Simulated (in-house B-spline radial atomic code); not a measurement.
**Ni²⁺: excited configurations**

How much energy does it take to promote electrons of Ni²⁺ to other shells? Each configuration is solved by itself and compared with the reference.

The numbers are computed with in-house B-spline radial atomic code version 1 (Dirac-Hartree-Fock, average of configuration, Fermi nucleus, basis-set limit), except any that are marked as measured or tabulated.

### Step 1. What is computed

```
element       : nickel (Z = 28)
charge        : +2
electrons     : 26
configuration : [Ar] 3d8
Hamiltonian   : Dirac-Coulomb
nucleus       : Fermi, rms radius 3.776 fm
```

The outer shells:

[Ar] 3d8
```
[Ar] core
3d [↑↓][↑↓][↑↓][↑ ][↑ ]
```

The boxes draw the filling by Hund's rule, which heavy ions in jj coupling don't follow; these runs average over all states of the configuration.

Settings, as recorded:

```ini
Z = 28
electrons = 26.0
configuration = [Ar] 3d8
hamiltonian = dirac
method = hf
spin_polarised = False
nucleus = fermi
rms_radius = 3.7757
mass_number = 58
atomic_mass = 57.93534165
speed_of_light = 137.035999084
```

From the earlier run of the reference: total energy -1518.451452 hartree. Levels, eight at most:

```
orbital  occupation  energy (eV)  <r> (bohr)
  2s1/2           2     -1070.82      0.2435
  2p1/2           2      -931.87      0.2128
  2p3/2           4      -914.13      0.2159
  3s1/2           2      -155.60      0.7408
  3p1/2           2      -111.08      0.7744
  3p3/2           4      -108.73      0.7837
  3d3/2         3.2      -38.196      0.9468
  3d5/2         4.8      -37.921      0.9524
```

### Step 2. Run with [Ar] 3d7 4s1

Settings, as recorded:

```ini
Z = 28
electrons = 26.0
configuration = [Ar] 3d7 4s1
hamiltonian = dirac
method = hf
spin_polarised = False
nucleus = fermi
rms_radius = 3.7757
mass_number = 58
atomic_mass = 57.93534165
speed_of_light = 137.035999084
```

### Step 3. [Ar] 3d7 6f1

Changes to the settings of step 2:

```diff
@@ -2,3 +2,3 @@
 electrons = 26.0
-configuration = [Ar] 3d7 4s1
+configuration = [Ar] 3d7 6f1
 hamiltonian = dirac
```

### Step 4. [Ar] 3d7 7f1

Changes to the settings of step 3:

```diff
@@ -2,3 +2,3 @@
 electrons = 26.0
-configuration = [Ar] 3d7 6f1
+configuration = [Ar] 3d7 7f1
 hamiltonian = dirac
```

### Step 5. Run with [Ne] 3s2 3p5 3d8 7p1

Changes to the settings of step 4:

```diff
@@ -2,3 +2,3 @@
 electrons = 26.0
-configuration = [Ar] 3d7 7f1
+configuration = [Ne] 3s2 3p5 3d8 7p1
 hamiltonian = dirac
```

### Step 6. Configuration [Ar] 3d7 6g1

Changes to the settings of step 5:

```diff
@@ -2,3 +2,3 @@
 electrons = 26.0
-configuration = [Ne] 3s2 3p5 3d8 7p1
+configuration = [Ar] 3d7 6g1
 hamiltonian = dirac
```

### Step 7. Configuration [Ar] 3d7 7d1

Changes to the settings of step 6:

```diff
@@ -2,3 +2,3 @@
 electrons = 26.0
-configuration = [Ar] 3d7 6g1
+configuration = [Ar] 3d7 7d1
 hamiltonian = dirac
```

Before running: How far above the reference does each configuration lie (order and size, in eV)?

The runs gave:

| net move | configuration | energy above the reference (eV) | with Breit, QED, recoil (eV) | largest <r> (bohr) |
| --- | --- | --- | --- | --- |
| 3d → 4s | [Ar] 3d7 4s1 | 7.269 | 7.293 | 2.33 |
| 3d → 6f | [Ar] 3d7 6f1 | 31.077 | 31.087 | 15.9 |
| 3d → 6g | [Ar] 3d7 6g1 | 31.092 | 31.102 | 14.7 |
| 3d → 7d | [Ar] 3d7 7d1 | 31.305 | 31.315 | 18.3 |
| 3d → 7f | [Ar] 3d7 7f1 | 31.984 | 31.994 | 22.4 |
| 3p → 7p | [Ne] 3s2 3p5 3d8 7p1 | 100.85 | 100.78 | 14.9 |

Quantum defects of the promoted electron, δ = n − ζ/√(−2ε) with ζ = 3 and ε its orbital energy in hartree:

| promotion | δ |
| --- | --- |
| 3d → 4s | 1.883 |
| 3d → 6f | 0.014 |
| 3d → 6g | 0.000 |
| 3d → 7d | 0.803 |
| 3d → 7f | 0.015 |
| 3p → 7p | 1.498 |

**Reading.** The lowest of them is 3d → 4s at 7.269 eV and the highest 3p → 7p at 100.85 eV. 1 of them lies more than 2 % above the ionisation threshold that Koopmans' theorem gives (37.921 eV), where such states can decay by emitting an electron. Of those tabulated, the defect is largest for 4s (1.88) and least for 6g (0.00): low angular momentum penetrates the core, high angular momentum stays outside it. Two partly filled shells share a symmetry and can mix in the average, which may lower the energy, for: 3d → 7d; 3p → 7p. These are averages over configurations, without correlation, not spectroscopic levels.
